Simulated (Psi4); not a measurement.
# A workflow on BSiH3ClO (SMILES [SiH3]O[B]Cl)

Aim: a structure relaxation (doublet BSiH3ClO, UPBE0/def2-SVPD), then the energy (singlet BSiH3ClO+, PBE0/def2-SVPD), then a geometry optimisation (singlet BSiH3ClO+, PBE0/def2-SVPD), then a single-point energy (singlet BSiH3ClO−, PBE0/def2-SVPD), then a structure relaxation (singlet BSiH3ClO−, PBE0/def2-SVPD) of BClH3OSi. 

Program for the calculation: Psi4 1.11.

**1. The system as given**

BSiH3ClO has 7 atoms, charge 0, and is taken as a doublet. As SMILES, `[SiH3]O[B]Cl`. The coordinates come from a PBE0-D4/def2-TZVP relaxation. This is one conformer, not always the lowest. The run starts from this shape.

Bond lengths: Si1–O2 1.667 Å, O2–B3 1.324 Å, B3–Cl4 1.747 Å, Si1–H5 1.480 Å, Si1–H6 1.482 Å, Si1–H7 1.480 Å. Angles: Si1–O2–B3 133.9°, O2–B3–Cl4 123.5°, O2–Si1–H5 107.1°, O2–Si1–H6 109.9°, O2–Si1–H7 107.2°, H5–Si1–H6 110.9°, H5–Si1–H7 110.6°, H6–Si1–H7 110.9°.

**2. A structure relaxation at UPBE0/def2-SVPD (density fitting) (run 1)**

File calc.inp:

```
memory 1600 mb

molecule {
  0 2
  Si
  O 1 1.667081
  B 2 1.324393 1 133.86115
  Cl 3 1.747065 2 123.47715 1 -179.8049
  H 1 1.479746 2 107.12332 3 -121.62942
  H 1 1.481626 5 110.93089 2 -119.91879
  H 1 1.479782 5 110.62371 6 -123.52434
  symmetry c1
}

set basis def2-SVPD
set reference uks

e = opt("pbe0")
print_variables()
```

The run is started by

```console
$ psi4 -i calc.inp -o calc.out -n 1
```

calc.out:

```text
[...]
  Running in c1 symmetry.
[...]
  Nuclear repulsion =  174.532044236239756
[...]
  Multiplicity = 2
[...]
  Nalpha       = 24
  Nbeta        = 23
[...]
    Number of basis functions: 118
[...]
   @DF-UKS iter   1:  -850.76260845278591   -2.43451e-01   5.38223e-03 ADIIS/DIIS
[...]
   @DF-UKS iter   7:  -850.92618760269647   -9.66338e-12   7.47438e-09 DIIS
[...]
   @S^2 Observed:                7.527982894E-01
[...]
  @DF-UKS Final Energy:  -850.92618760269647
   => Energetics <=
    Nuclear Repulsion Energy =            172.9657369246422718
    One-Electron Energy =               -1518.0998638580263105
    Two-Electron Energy =                 541.4597252545293031
    DFT Exchange-Correlation Energy =     -47.2517859238417159
    Empirical Dispersion Energy =           0.0000000000000000
    VV10 Nonlocal Energy =                  0.0000000000000000
    Total Energy =                       -850.9261876026964728
[...]
 Multipole Moments:
 ------------------------------------------------------------------------------------
     Multipole            Electronic (a.u.)      Nuclear  (a.u.)        Total (a.u.)
 ------------------------------------------------------------------------------------
 L = 1.  Multiply by 2.5417464519 to convert [e a0] to [Debye]
 Dipole X            :         -0.0036952            0.0041579            0.0004627
 Dipole Y            :         -1.6742135            1.8475603            0.1733467
 Dipole Z            :          8.9183833           -9.8935280           -0.9751448
 Magnitude           :                                                    0.9904326
[...]
  -Total Gradient:
     Atom            X                  Y                   Z
    ------   -----------------  -----------------  -----------------
       1       -0.000006285965     0.000084873067     0.000003892815
       2        0.000014934661    -0.000163355507    -0.000078174556
       3       -0.000007906401     0.000113784299     0.000023523474
       4       -0.000000194261     0.000027558990    -0.000002031045
       5       -0.000002916435     0.000005693339     0.000002130071
       6        0.000001796641     0.000009159356     0.000006025802
       7        0.000000759018     0.000002067289     0.000001211810
[...]
```

The script printed:

```text
Optimizer: Optimization complete!
```

Wall time 79 s (1 thread of Intel Xeon Platinum 8259CL at 2.50GHz (Skylake/Cascade Lake), shared host); peak memory 0.82 GiB.

Step by step:

```csv
step,energy from the first frame kept (eV),largest force (eV/Å)
0,0.0000,0.8597
1,-0.0165,0.3025
2,-0.0182,0.0613
3,-0.0183,0.0160
4,-0.0183,0.0093
```

After the run. Bond lengths: Si1–O2 1.701 Å, O2–B3 1.324 Å, B3–Cl4 1.760 Å, Si1–H5 1.486 Å, Si1–H6 1.488 Å, Si1–H7 1.486 Å. Angles: Si1–O2–B3 134.1°, O2–B3–Cl4 123.2°, O2–Si1–H5 106.6°, O2–Si1–H6 109.3°, O2–Si1–H7 106.7°, H5–Si1–H6 111.4°, H5–Si1–H7 111.0°, H6–Si1–H7 111.4°.

**3. The singlet cation: the energy at PBE0/def2-SVPD (density fitting) (run 2)**

File job.dat:

```
memory 1.6 GB

molecule geom {
  1 1
  Si    -1.08649804     1.51848187     0.72619529
  O      0.10476075    -1.22648328    -0.44674826
  B      2.38823588    -1.97994165    -1.13495817
  Cl     3.02199711    -5.02457956    -2.31417562
  H     -2.26975194     0.89203766     3.19385258
  H      0.99541513     3.38301039     1.02878769
  H     -3.00759928     2.41575218    -1.11414284
  units au
  symmetry c1
}

set {
  basis def2-SVPD
}

energy('pbe0')
```

The run is started by

```console
$ psi4 -i job.dat -o job.out -n 1
```

job.out:

```text
[...]
  Running in c1 symmetry.
[...]
  Nuclear repulsion =  172.965736674844464
[...]
  Multiplicity = 1
[...]
  Nalpha       = 23
  Nbeta        = 23
[...]
    Number of basis functions: 118
[...]
   @DF-RKS iter   1:  -850.46688250705552    4.72497e-03   5.10124e-03 DIIS/ADIIS
[...]
   @DF-RKS iter   8:  -850.61804729718392   -2.51077e-07   9.65466e-07 DIIS
[...]
    Orbital Energies [Eh]
    ---------------------
    Doubly Occupied:
       1A   -101.966730     2A    -66.472497     3A    -19.527238
       4A     -9.811162     5A     -7.552283     6A     -7.543521
       7A     -7.542998     8A     -7.218179     9A     -5.558581
      10A     -3.899967    11A     -3.893825    12A     -3.893411
      13A     -1.319703    14A     -1.115723    15A     -0.865615
      16A     -0.723054    17A     -0.719933    18A     -0.693544
      19A     -0.667746    20A     -0.596483    21A     -0.588953
      22A     -0.540465    23A     -0.531679
[...]
  @DF-RKS Final Energy:  -850.61804729718392
   => Energetics <=
    Nuclear Repulsion Energy =            172.9657366748444645
    One-Electron Energy =               -1507.3687639765112181
    Two-Electron Energy =                 530.7787009564673326
    DFT Exchange-Correlation Energy =     -46.9937209519845283
    Empirical Dispersion Energy =           0.0000000000000000
    VV10 Nonlocal Energy =                  0.0000000000000000
    Total Energy =                       -850.6180472971839208
[...]
 Multipole Moments:
 ------------------------------------------------------------------------------------
     Multipole            Electronic (a.u.)      Nuclear  (a.u.)        Total (a.u.)
 ------------------------------------------------------------------------------------
 L = 1.  Multiply by 2.5417464519 to convert [e a0] to [Debye]
 Dipole X            :          5.9050421           -5.3518044            0.5532378
 Dipole Y            :         -7.0809416            7.6937044            0.6127627
 Dipole Z            :         -3.5584015            3.6688535            0.1104520
 Magnitude           :                                                    0.8329165
[...]
```

It took 8.7 s on 1 thread of Intel Xeon Platinum 8259CL at 2.50GHz (Skylake/Cascade Lake), shared host; peak memory 0.71 GiB.

**4. The singlet cation: a geometry optimisation at PBE0/def2-SVPD (density fitting) (run 3)**

File bclh3osi.sdf:

```

     RDKit          3D

  7  6  0  0  0  0  0  0  0  0999 V2000
   -0.5749    0.8035    0.3843 Si  0  0  0  0  0  4  0  0  0  0  0  0
    0.0554   -0.6490   -0.2364 O   0  0  0  0  0  0  0  0  0  0  0  0
    1.2638   -1.0477   -0.6006 B   0  0  0  0  0  0  0  0  0  0  0  0
    1.5992   -2.6589   -1.2246 Cl  0  0  0  0  0  0  0  0  0  0  0  0
   -1.2011    0.4720    1.6901 H   0  0  0  0  0  0  0  0  0  0  0  0
    0.5268    1.7902    0.5444 H   0  0  0  0  0  0  0  0  0  0  0  0
   -1.5916    1.2784   -0.5896 H   0  0  0  0  0  0  0  0  0  0  0  0
  2  1  1  0
  3  2  2  0
  4  3  1  0
  5  1  1  0
  6  1  1  0
  7  1  1  0
M  CHG  1   2   1
M  END
$$$$
```

File bclh3osi.py:

```python
import psi4
from rdkit import Chem

psi4.set_memory(1600000000)
psi4.set_num_threads(1)
psi4.core.set_output_file('output.dat', False)

rd = Chem.SDMolSupplier('bclh3osi.sdf', removeHs=False, sanitize=False)[0]
xyz = rd.GetConformer().GetPositions()
atoms = '\n'.join(f'{a.GetSymbol()} {x:.4f} {y:.4f} {z:.4f}' for a, (x, y, z) in zip(rd.GetAtoms(), xyz))
mol = psi4.geometry('1 1\n' + atoms + '\nsymmetry c1')

options = {'basis': 'def2-SVPD', 'geom_maxiter': 50}
psi4.set_options(options)

e = psi4.optimize("pbe0")
print(f'pbe0 energy: {e:.10f} Eh')
print(mol.to_string(dtype='xyz', units='Angstrom'))
```

The run is started by

```console
$ python bclh3osi.py
```

output.dat:

```text
[...]
  Running in c1 symmetry.
[...]
  Nuclear repulsion =  172.966248743816436
[...]
  Multiplicity = 1
[...]
  Nalpha       = 23
  Nbeta        = 23
[...]
    Number of basis functions: 118
[...]
   @DF-RKS iter   1:  -850.46685299866863    4.74360e-03   5.10133e-03 ADIIS/DIIS
[...]
   @DF-RKS iter   7:  -850.68998226642498   -1.36424e-12   1.62790e-09 DIIS
[...]
  @DF-RKS Final Energy:  -850.68998226642498
   => Energetics <=
    Nuclear Repulsion Energy =            169.6956840347131106
    One-Electron Energy =               -1500.9690280146178338
    Two-Electron Energy =                 527.6332160352793608
    DFT Exchange-Correlation Energy =     -47.0498543217997138
    Empirical Dispersion Energy =           0.0000000000000000
    VV10 Nonlocal Energy =                  0.0000000000000000
    Total Energy =                       -850.6899822664249768
[...]
 Multipole Moments:
 ------------------------------------------------------------------------------------
     Multipole            Electronic (a.u.)      Nuclear  (a.u.)        Total (a.u.)
 ------------------------------------------------------------------------------------
 L = 1.  Multiply by 2.5417464519 to convert [e a0] to [Debye]
 Dipole X            :          4.9473661           -5.2431656           -0.2957995
 Dipole Y            :         -7.6412827            8.0979819            0.4566992
 Dipole Z            :         -3.5751953            3.7888948            0.2136995
 Magnitude           :                                                    0.5845844
[...]
  -Total Gradient:
     Atom            X                  Y                   Z
    ------   -----------------  -----------------  -----------------
       1        0.000000402261    -0.000012076209    -0.000003594856
       2        0.000003943221    -0.000001438206    -0.000001322080
       3       -0.000018945626     0.000023430432     0.000011573890
       4        0.000013399148    -0.000018063389    -0.000008717721
       5        0.000004167504    -0.000004243712     0.000006102080
       6        0.000000656994     0.000001196514     0.000000164648
       7        0.000001477915     0.000000802083    -0.000009269619
[...]
```

The script printed:

```text
Some dependencies such as QCElemental have not yet finished migration to pydantic v2. If issues are encountered please downgrade pydantic or upgrade QCElemental as appropriate
	Change in internal coordinate of 7.25e-01 exceeds limit of 5.00e-01.
	Skipping Hessian update for step 1.

	The following linear bends have been detected:
 L(2,3,4), missing.
	 l(2,3,4), missing.

AlgError: Exception created. Mesg: New linear angles
AlgError: Linear bends detected.
 L(2,3,4)
 l(2,3,4)
 Caught AlgError exception

 Erasing history.

	Previous geometry is closer to target in internal coordinates, so using that one.

	Best geometry has RMS(Delta(q)) = 3.22e-05

Interior angle of 179.2 for bend B((2, 1, 0)) can't work in good torsion
AlgError: Exception created. Mesg: Could not compute T((2, 1, 0, 4)). Problem computing interior bend.
AlgError: Linear bends detected.
(2, 1, 0)
AlgError: Exception created. Mesg: Tors.q: unable to compute torsion value
AlgError: Linear bends detected.
 L(1,2,3)
 l(1,2,3)
 Caught AlgError exception

Interior angle of 179.5 for bend B([0, 2, 3]) can't work in good torsion
AlgError: Exception created. Mesg: Could not compute T([4, 0, 2, 3]). Problem computing interior bend.
AlgError: Linear bends detected.
[0, 2, 3]
Interior angle of 179.5 for bend B([0, 2, 3]) can't work in good torsion
AlgError: Exception created. Mesg: Could not compute T([5, 0, 2, 3]). Problem computing interior bend.
AlgError: Linear bends detected.
[0, 2, 3]
Interior angle of 179.5 for bend B([0, 2, 3]) can't work in good torsion
AlgError: Exception created. Mesg: Could not compute T([6, 0, 2, 3]). Problem computing interior bend.
AlgError: Linear bends detected.
[0, 2, 3]
 Erasing history.

	Previous geometry is closer to target in internal coordinates, so using that one.

	Best geometry has RMS(Delta(q)) = 2.47e-07

Optimizer: Optimization complete!
pbe0 energy: -850.6899822664 Eh
7
1 1 BClH3OSi
Si                   -1.223668175524     1.889855337711     0.884237733328
O                    -0.310572200782     0.479610737683     0.224407345828
B                     0.311889020784    -0.481753672944    -0.225399181896
Cl                    1.141907471272    -1.763551597283    -0.825144744897
H                    -1.788308496401     1.329533877363     2.128887471371
H                    -0.151610499821     2.891471352576     1.055629698592
H                    -2.190584801915     2.158547119403    -0.199650839174
```

It took 1.8 min on 1 thread of Intel Xeon Platinum 8259CL at 2.50GHz (Skylake/Cascade Lake), shared host; peak memory 0.85 GiB.

Step by step:

```csv
step,energy from the first frame kept (eV),largest force (eV/Å)
0,0.0000,6.3168
1,-1.1598,3.4317
2,-1.7490,1.1084
3,-1.8725,0.4974
4,-1.8908,0.4367
5,-1.9368,0.3897
6,-1.9455,0.7331
7,-1.9576,0.2239
8,-1.9579,0.0467
9,-1.9580,0.0148
10,-1.9580,0.0017
```

After the run. Bond lengths: Si1–O2 1.805 Å, O2–B3 1.230 Å, B3–Cl4 1.641 Å, Si1–H5 1.477 Å, Si1–H6 1.477 Å, Si1–H7 1.477 Å. Angles: Si1–O2–B3 180.0°, O2–B3–Cl4 180.0°, O2–Si1–H5 101.8°, O2–Si1–H6 101.8°, O2–Si1–H7 101.8°, H5–Si1–H6 115.9°, H5–Si1–H7 115.9°, H6–Si1–H7 115.9°.

**5. The singlet anion: a single-point energy at PBE0/def2-SVPD (density fitting) (run 4)**

File calc.in:

```
memory 1600 mb

molecule {
  -1 1
  Si
  O 1 R2
  B 2 R3 1 A3
  Cl 3 R4 2 A4 1 D4
  H 1 R5 2 A5 3 D5
  H 1 R6 5 A6 2 D6
  H 1 R7 5 A7 6 D7

  R2 = 1.70077
  R3 = 1.323535
  A3 = 134.11506
  R4 = 1.760024
  A4 = 123.18158
  D4 = -179.86727
  R5 = 1.485646
  A5 = 106.64377
  D5 = -121.56284
  R6 = 1.48758
  A6 = 111.43986
  D6 = -119.26455
  R7 = 1.485713
  A7 = 111.04307
  D7 = -124.86398
  units angstrom
  symmetry c1
}

set basis def2-SVPD

e_tot, wfn = energy('pbe0', return_wfn=True)
```

The run is started by

```console
$ psi4 calc.in calc.out -n 1
```

calc.out:

```text
[...]
  Running in c1 symmetry.
[...]
  Nuclear repulsion =  172.965712960371064
[...]
  Multiplicity = 1
[...]
  Nalpha       = 24
  Nbeta        = 24
[...]
    Number of basis functions: 118
[...]
   @DF-RKS iter   1:  -850.62253854864650   -1.50932e-01   6.41957e-03 DIIS/ADIIS
[...]
   @DF-RKS iter  10:  -850.93651639200368   -1.40577e-08   1.35716e-07 DIIS
[...]
    Orbital Energies [Eh]
    ---------------------
    Doubly Occupied:
       1A   -101.503137     2A    -66.144730     3A    -19.064801
       4A     -9.352397     5A     -7.090382     6A     -7.086444
       7A     -7.085092     8A     -6.652471     9A     -5.227306
      10A     -3.566263    11A     -3.564376    12A     -3.564022
      13A     -0.867671    14A     -0.671472    15A     -0.453900
      16A     -0.345735    17A     -0.281748    18A     -0.271531
      19A     -0.255946    20A     -0.210117    21A     -0.206926
      22A     -0.166298    23A     -0.162585    24A      0.037811
[...]
  @DF-RKS Final Energy:  -850.93651639200368
   => Energetics <=
    Nuclear Repulsion Energy =            172.9657129603710644
    One-Electron Energy =               -1526.7079087246279414
    Two-Electron Energy =                 550.1879750359800028
    DFT Exchange-Correlation Energy =     -47.3822956637268149
    Empirical Dispersion Energy =           0.0000000000000000
    VV10 Nonlocal Energy =                  0.0000000000000000
    Total Energy =                       -850.9365163920036821
[...]
 Multipole Moments:
 ------------------------------------------------------------------------------------
     Multipole            Electronic (a.u.)      Nuclear  (a.u.)        Total (a.u.)
 ------------------------------------------------------------------------------------
 L = 1.  Multiply by 2.5417464519 to convert [e a0] to [Debye]
 Dipole X            :         -0.0055200            0.0041571           -0.0013628
 Dipole Y            :         -0.4201104            1.8475606            1.4274502
 Dipole Z            :          8.7542449           -9.8935287           -1.1392838
 Magnitude           :                                                    1.8263580
[...]
```

It took 10 s on 1 thread of Intel Xeon Platinum 8259CL at 2.50GHz (Skylake/Cascade Lake), shared host; peak memory 0.71 GiB.

**6. The singlet anion: a geometry optimisation at PBE0/def2-SVPD (density fitting) (run 5)**

File calc.dat:

```
memory 1.6 GB

molecule mol {
  -1 1
  Si    -0.574950     0.803546     0.384286
  O      0.055437    -0.649027    -0.236409
  B      1.263800    -1.047740    -0.600594
  Cl     1.599172    -2.658893    -1.224609
  H     -1.201101     0.472046     1.690114
  H      0.526751     1.790212     0.544411
  H     -1.591553     1.278361    -0.589579
  symmetry c1
}

set globals {
  basis def2-SVPD
  geom_maxiter 50
}

E, wfn = optimize("pbe0", return_wfn=True)
print_variables()
```

The run is started by

```console
$ psi4 -i calc.dat -o calc.out -n 1
```

calc.out:

```text
[...]
  Running in c1 symmetry.
[...]
  Nuclear repulsion =  172.965736623768834
[...]
  Multiplicity = 1
[...]
  Nalpha       = 24
  Nbeta        = 24
[...]
    Number of basis functions: 118
[...]
   @DF-RKS iter   1:  -850.62253832910915   -1.50931e-01   6.41957e-03 DIIS/ADIIS
[...]
   @DF-RKS iter   8:  -851.02890411567660   -1.47793e-12   2.93636e-09 DIIS
[...]
  @DF-RKS Final Energy:  -851.02890411567660
   => Energetics <=
    Nuclear Repulsion Energy =            169.8583204901588886
    One-Electron Energy =               -1522.6250988754363789
    Two-Electron Energy =                 549.1444685719295649
    DFT Exchange-Correlation Energy =     -47.4065943023285357
    Empirical Dispersion Energy =           0.0000000000000000
    VV10 Nonlocal Energy =                  0.0000000000000000
    Total Energy =                       -851.0289041156765961
[...]
 Multipole Moments:
 ------------------------------------------------------------------------------------
     Multipole            Electronic (a.u.)      Nuclear  (a.u.)        Total (a.u.)
 ------------------------------------------------------------------------------------
 L = 1.  Multiply by 2.5417464519 to convert [e a0] to [Debye]
 Dipole X            :          3.3002618           -3.1891780            0.1110838
 Dipole Y            :         -5.8175120            6.8005600            0.9830479
 Dipole Z            :         -3.0759753            2.8234524           -0.2525229
 Magnitude           :                                                    1.0210243
[...]
  -Total Gradient:
     Atom            X                  Y                   Z
    ------   -----------------  -----------------  -----------------
       1        0.000020654263     0.000096929603    -0.000003044685
       2       -0.000046058572    -0.000081975134    -0.000004670708
       3        0.000003243290    -0.000051087126     0.000171788010
       4        0.000025591471     0.000033529591    -0.000086398369
       5        0.000020715771    -0.000050366036    -0.000038373634
       6       -0.000027419950     0.000029002838    -0.000005046745
       7       -0.000016139960     0.000069087362    -0.000017352106
[...]
```

Standard output:

```text
Optimizer: Optimization complete!
```

Run time: 6.7 min. Hardware: 1 thread of Intel Xeon Platinum 8259CL at 2.50GHz (Skylake/Cascade Lake), shared host; peak memory 0.82 GiB.

Step by step:

```csv
step,energy from the first frame kept (eV),largest force (eV/Å)
0,0.0000,3.6332
2,-0.5386,0.5867
4,-0.5693,0.2803
6,-0.5750,0.0290
8,-0.5763,0.0594
10,-0.4192,1.4206
12,-0.5699,0.3152
14,-0.6828,1.1512
16,1.7708,18.0737
18,-0.8629,2.7772
20,-1.0990,2.7395
22,-1.2855,1.6369
24,-1.7583,3.5477
26,-1.8721,1.9333
28,-2.2677,1.8440
30,-2.4924,0.5212
32,-2.5040,0.0660
34,-2.5081,0.1258
36,-2.5130,0.0970
38,-2.5140,0.0150
39,-2.5140,0.0092
```

After the run. Bond lengths: Si1–B3 2.040 Å, O2–B3 1.252 Å, B3–Cl4 1.985 Å, Si1–H5 1.509 Å, Si1–H6 1.508 Å, Si1–H7 1.508 Å. Angles: Si1–B3–O2 130.9°, Si1–B3–Cl4 106.6°, O2–B3–Cl4 122.5°, B3–Si1–H5 114.1°, B3–Si1–H6 114.1°, B3–Si1–H7 114.2°, H5–Si1–H6 104.6°, H5–Si1–H7 104.6°, H6–Si1–H7 104.1°.

**7. Summary of results**

| quantity | value |
| --- | --- |
| run 1, UPBE0/def2-SVPD: total energy at the end | -850.92619 Eh |
| run 1, UPBE0/def2-SVPD: dipole moment | 2.52 D |
| run 1, UPBE0/def2-SVPD: HOMO energy (highest over α and β) | -6.04 eV |
| run 1, UPBE0/def2-SVPD: LUMO energy (lowest over α and β) | -1.71 eV |
| run 1, UPBE0/def2-SVPD: ⟨S²⟩ | 0.753 |
| singlet cation, run 2: total energy | -850.61805 Eh |
| singlet cation, run 2: HOMO energy | -14.47 eV |
| singlet cation, run 2: LUMO energy | -10.46 eV |
| singlet cation, run 2: HOMO–LUMO gap | 4.01 eV |
| singlet cation, run 3: total energy at the end | -850.68998 Eh |
| singlet cation, run 3: HOMO energy | -14.93 eV |
| singlet cation, run 3: LUMO energy | -6.04 eV |
| singlet cation, run 3: HOMO–LUMO gap | 8.88 eV |
| singlet anion, run 4: total energy | -850.93652 Eh |
| singlet anion, run 4: HOMO energy | 1.03 eV |
| singlet anion, run 4: LUMO energy | 3.50 eV |
| singlet anion, run 4: HOMO–LUMO gap (to an unbound level, set by the basis) | 2.47 eV |
| singlet anion, run 5: total energy at the end | -851.02890 Eh |
| singlet anion, run 5: HOMO energy | -2.08 eV |
| singlet anion, run 5: LUMO energy | 3.98 eV |
| singlet anion, run 5: HOMO–LUMO gap (to an unbound level, set by the basis) | 6.06 eV |
| adiabatic electron affinity (to the singlet anion, no zero-point term) | 2.795 eV |
| adiabatic ionisation energy (to the singlet cation, no zero-point term) | 6.427 eV |

In words: The adiabatic electron affinity (to the singlet anion, no zero-point term) is 2.80 eV (270 kJ/mol). The second species lost a bond as it relaxed, so this leads to another structure. The adiabatic ionisation energy (to the singlet cation, no zero-point term) is 6.43 eV (148 kcal/mol). The optimisation (run 1, UPBE0/def2-SVPD) took 5 steps and changed the energy by -0.018 eV. The optimisation (singlet cation, run 3) took 11 steps and changed the energy by -1.958 eV. The HOMO (singlet anion, run 4) lies at positive energy, 1.03 eV; only total energies tell whether the electron is bound.
